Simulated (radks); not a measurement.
# Nuclear size and the levels of Ta⁺

The task here is to estimate one member of a computed series from the others.

The numbers are computed with radks (a radial shooting solver on a logarithmic mesh, Libxc functionals) version 1 (Dirac Kohn-Sham, relativistic LDA (MacDonald-Vosko exchange, VWN5 correlation), spin-unpolarised, spherical densities, finite nucleus; open shells are shared between the two j in proportion to 2j + 1), except any that are marked as measured or tabulated.

### The system

* element: tantalum (Z = 73)
* charge: +1
* electrons: 72
* configuration: [Xe] 4f14 5d3 6s1
* nuclear rms radius: 5.3507 fm

The outer shells:

Ta⁺
```
[Xe] core
4f [↑↓][↑↓][↑↓][↑↓][↑↓][↑↓][↑↓]
5d [↑ ][↑ ][↑ ][  ][  ]
6s [↑ ]
```

Set-up of the first run:

Input:

```text
Z 73
configuration [Xe] 4f14 5d3 6s1 6p0 7s0
relativity Dirac
functional lda_x_rel,vwn5
spin unpolarised
j_filling average
nucleus finite rms 5.3507 fm
c 137.035999084
```

Steps of the session up to this table: rms radius 5.3507 fm.

One of the session's tables, all rows but one given; the rest of the session is left out.

From the orbitals of this run (lengths in bohr):

| level | <r> | outermost maximum (interpolated) | 90 % within | nodes |
| --- | --- | --- | --- | --- |
| 4f5/2 | 0.6333 | 0.438 | 1.06 | 0 |
| 4f7/2 | 0.6442 | 0.443 | 1.08 | 0 |
| 6s1/2 | 3.057 | 2.66 | 4.45 | 5 |
| 5d3/2 | 2.056 | 1.55 | 3.26 | 2 |
| 5d5/2 | ? | ? | ? | ? |
| 6p1/2 | 3.785 | 3.26 | 5.56 | 4 |
| 6p3/2 | 4.075 | 3.53 | 5.97 | 4 |
| 7s1/2 | 7.313 | 6.69 | 10.5 | 6 |

Estimate the missing values for 5d5/2.

**Answer.** <r>: 2.132; outermost maximum (interpolated): 1.60; 90 % within: 3.39; nodes: 2. In the column «<r>» it lies between 5d3/2 (2.056) and 6s1/2 (3.057).
